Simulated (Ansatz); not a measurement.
# BGeNH+ (triplet): trial inputs and their diagnosis

4 inputs are run for BGeNH+ (triplet) as typed; the log has to tell whether the result can be used and what must change.

Computed with Ansatz 0.2.0, Gaussian basis. Level: the settings change from run to run.

18 further runs of the same task are left out: 7 that didn't finish, 11 set aside as unsound or not needed.

### Step 1. What is computed

The geometry is a PBE0/def2-TZVP stationary point (not a proven minimum) of the parent state, kept for this charge and spin. No spin-orbit coupling is included. The filled d shell of Ge may be among the frozen orbitals whatever the setting's name suggests; the logs give the count.

4 atoms, charge 1, spin multiplicity 3.

Atoms are counted from 1 here; the program's logs count them from 0.

Bond lengths: Ge1–B2 2.032 Å, Ge1–H4 1.588 Å, B2–N3 1.314 Å. Angles: B2–Ge1–H4 89.3°, Ge1–B2–N3 176.5°.

### Step 2. Input 1

File in.yaml:

```yaml
crystal:
  periodic: [false, false, false]
  atoms:
    - {symbol: Ge, position_ang: [0.000000, -0.030376, 0.698274]}
    - {symbol: B, position_ang: [0.000000, 0.043546, -1.332114]}
    - {symbol: N, position_ang: [0.000000, 0.011842, -2.646111]}
    - {symbol: H, position_ang: [0.000000, 1.557476, 0.736277]}
basis:
  gaussian: {orbitals: STO-3G}
total_charge: 1
magnetization: {spin_polarized: false, initial_magnetization: 2}
correlation: {method: fic_mrcisd_q, electrons: outside_noble_gas, active_space: {window: {electrons: 4, orbitals: 4}, states: [{multiplicity: 3, weights: [1, 1]}], root: 2}}
```

Started as:

```sh
> ansatz run in.yaml --threads 1 --pin off --events-out ev --progress --plain --max-ram 2393MiB
```

The log of the run:

```text
Error: the active space averages no state 2, counted from zero
```

It took 0.03 s on 1 thread of Arm Neoverse V1, shared host.

**Diagnosis.** The run was refused. The root asked for lies beyond the states averaged. Cure: average more states or name a lower root.

### Step 3. Input 2

File in.yaml:

```yaml
crystal:
  periodic: [false, false, false]
  atoms:
    - {symbol: Ge, position_ang: [0.000000, -0.030376, 0.698274]}
    - {symbol: B, position_ang: [0.000000, 0.043546, -1.332114]}
    - {symbol: N, position_ang: [0.000000, 0.011842, -2.646111]}
    - {symbol: H, position_ang: [0.000000, 1.557476, 0.736277]}
basis:
  gaussian: {orbitals: STO-3G, point_charges: [{charge: -1.00, position_ang: [4.078, 0.995, 0.118]}]}
total_charge: 1
magnetization: {spin_polarized: false, initial_magnetization: 2}
correlation: {method: fic_mrcisd_q_relaxed, electrons: outside_noble_gas, active_space: {window: {electrons: 4, orbitals: 6}}}
scf: {max_iter: 3}
```

The command is unchanged.

The log of the run:

```text
Error: invalid value for `basis.gaussian`: such a run doesn't read scf.max_iter; remove what it names
```

Run time: 0.03 s. Hardware: 1 thread of Arm Neoverse V1, shared host.

What is wrong: The run was refused. The input holds a key that the program doesn't read here. Fix: remove it or spell it as the reference does.

### Step 4. Input 3

File in.yaml:

```yaml
crystal:
  periodic: [false, false, false]
  atoms:
    - {symbol: Ge, position_ang: [0.000000, -0.030376, 0.698274]}
    - {symbol: B, position_ang: [0.000000, 0.043546, -1.332114]}
    - {symbol: N, position_ang: [0.000000, 0.011842, -2.646111]}
    - {symbol: H, position_ang: [0.000000, 1.557476, 0.736277]}
basis:
  gaussian: {orbitals: "6-31G*"}
total_charge: 1
magnetization: {spin_polarized: false, initial_magnetization: 2}
hamiltonian: {xc: pbe}
correlation: {method: sc_nevpt2, electrons: outside_noble_gas, active_space: {window: {electrons: 4, orbitals: 4}}}
scf: {lower_state_search: off}
```

The command is unchanged.

The log of the run:

```text
Error: invalid value for `correlation.active_space`: it starts from restricted Hartree–Fock orbitals; set hamiltonian.xc: hf without magnetization.spin_polarized
```

It took 0.03 s on 1 thread of Arm Neoverse V1, shared host.

Diagnosis: The run was refused. An active space is asked on a functional's orbitals. Fix: start from Hartree-Fock.

### Step 5. Input 4

File in.yaml:

```yaml
crystal:
  periodic: [false, false, false]
  atoms:
    - {symbol: Ge, position_ang: [0.000000, -0.030376, 0.698274]}
    - {symbol: B, position_ang: [0.000000, 0.043546, -1.332114]}
    - {symbol: N, position_ang: [0.000000, 0.011842, -2.646111]}
    - {symbol: H, position_ang: [0.000000, 1.557476, 0.736277]}
basis:
  gaussian: {orbitals: cc-pVDZ}
total_charge: 1
magnetization: {spin_polarized: true, initial_magnetization: 8}
hamiltonian: {xc: hf}
output: {orbitals: {seedname: orbitals}}
```

Launched as before.

The log of the run:

```text
Functional definition: HF
  name "HF"
  cite "Fock, Z. Phys. 61, 126 (1930) doi:10.1007/BF01340294"
  parent pbe
  exchange = exact_x
  correlation = 0
640 factors; integrals over basis functions are off by at most 1.1e-3 eV
mean field evaluation 1: about -58617.2161 eV, gradient 1.6e1 eV
mean field evaluation 2: about -58617.4999 eV, gradient 1.5e1 eV
mean field evaluation 4: about -58619.6859 eV, gradient 2.1e0 eV
mean field evaluation 8: about -58619.7795 eV, gradient 3.5e-1 eV
mean field evaluation 16: about -58619.7877 eV, gradient 2.6e-5 eV
mean field -58619.78768484 eV, -2154.2374634988 hartree, gradient 2.6e-5 eV, S^2 20.032309; 0 other end points of the search recorded, 0 dependent functions left out
reference -58619.78768484 eV, -2154.2374634988 hartree; 26, 18 occupied and 34, 42 virtual orbitals, 640 factors
Total energy: -58619.78768484 eV, -2154.2374634988 hartree
```

Run time: 1.2 s. Hardware: 1 thread of Arm Neoverse V1, shared host.

Diagnosis: The run converged, which proves nothing about the input. Far too many unpaired electrons are asked for. Its energy belongs to the state of multiplicity 9, not to the triplet that was meant. Cure: set initial_magnetization to that of the wanted state.

### Step 6. How the runs ended

| input | level | ended | cause | time |
| --- | --- | --- | --- | --- |
| 1 | MRCISD+Q(4,4)/STO-3G | refused | the root asked for lies beyond the states averaged | 0.03 s |
| 2 | MRCISD+Q(relaxed)(4,6)/STO-3G | refused | the input holds a key that the program doesn't read here | 0.03 s |
| 3 | NEVPT2(4,4)/6-31G* | refused | an active space is asked on a functional's orbitals | 0.03 s |
| 4 | HF/cc-pVDZ | converged | far too many unpaired electrons are asked for | 1.2 s |

3 refused, 1 converged. The input that converges on a wrong geometry or spin is the dangerous one: no error points at it, so geometry and ⟨S²⟩ have to be checked.
